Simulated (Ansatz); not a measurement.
# SrC2: the cost of one run

Computed with Ansatz 0.2.0, driven from Python. The levels of theory stand in the script.

## (1) The system

Symmetry: R-3m, No. 166, trigonal system. The conventional cell has a = 5.035 Å, b = 5.035 Å, c = 6.920 Å, α = 90.00°, β = 90.00°, γ = 120.00°. Around Sr (site symmetry -3m) lie 8 C at 2.83 to 2.95 Å. C (site symmetry 3m) is surrounded by 1 C at 1.27 Å.

The script holds or builds the structure itself.

## (2) The code

Contents of nc_paw_src2.py:

```python
'''Two kinds of potentials on SrC2.'''

import ansatz as az
import numpy as np


def count_gap(report):
    # lowest empty less highest filled band, counting bands; zero where they overlap
    return max(report.get('gap_by_band_count_ev') or 0.0, 0.0)


def main() -> None:
    xtal = (
        az.Lattice.of([2.517326, 1.453379, 2.306662], [-2.517326, 1.453379, 2.306662], [0.0, -2.906757, 2.306662])
        .atom('Sr', [0.0, 0.0, 0.0])
        .atom('C', [0.591558, 0.591558, 0.591558])
        .atom('C', [0.408442, 0.408442, 0.408442])
    )

    calculation = (
        xtal.calculation()
        .occupations('fixed')
        .functional('PBEsol')
        .kpoints(mesh=(6, 6, 6))
        .stress()
        .forces()
        .band_table()
    )
    variants = {
        'PAW': calculation.pseudopotentials('paw'),
        'norm-conserving': calculation.pseudopotentials('nc'),
    }
    # totals differ by the cores that each treatment holds, so compare what does not depend on them
    rows = []
    for label, variant in variants.items():
        report = variant.run(threads=1).report
        levels = np.array(report['eigenvalues_ev'][0]) - report['fermi_energy_ev']
        print(label, 'levels at the first k-point near E_F:', np.round(levels[np.abs(levels) < 5], 3))
        rows.append((label, report['n_electrons'], np.trace(report['stress_gpa']) / 3, float(np.abs(report['forces_ev_ang']).max()), count_gap(report)))
    print('     treatment  electrons in bands           P GPa  max force component eV/A  gap by band count eV')
    for row in rows:
        print(f'{str(row[0]):>14s}  {row[1]:18.1f}  {row[2]:14.3f}  {row[3]:24.4f}  {row[4]:20.3f}')


if __name__ == '__main__':
    main()
```

## (3) The input behind the calls

The package turns the script's settings into the engine's input (first run):

```yaml
crystal:
  lattice:
    - [2.517326, 1.453379, 2.306662]
    - [-2.517326, 1.453379, 2.306662]
    - [0.0, -2.906757, 2.306662]
  atoms:
    - { symbol: Sr, position: [0.0, 0.0, 0.0] }
    - { symbol: C, position: [0.591558, 0.591558, 0.591558] }
    - { symbol: C, position: [0.408442, 0.408442, 0.408442] }
kpoints:
  mp_grid:
    grid: [6, 6, 6]
hamiltonian:
  xc: pbesol
  pseudopotentials:
    kind: paw
scf:
  occupations:
    method: fixed
output:
  forces: true
  stress: true
  eigenvalues: true
```

## (4) Running it

On the command line:

```bash
$ python nc_paw_src2.py
```

**Question.** How long does this script take on 1 thread of Arm Neoverse V2, shared host, and how much memory does it need?

About 5.3 s, with a peak of 0.46 GiB.
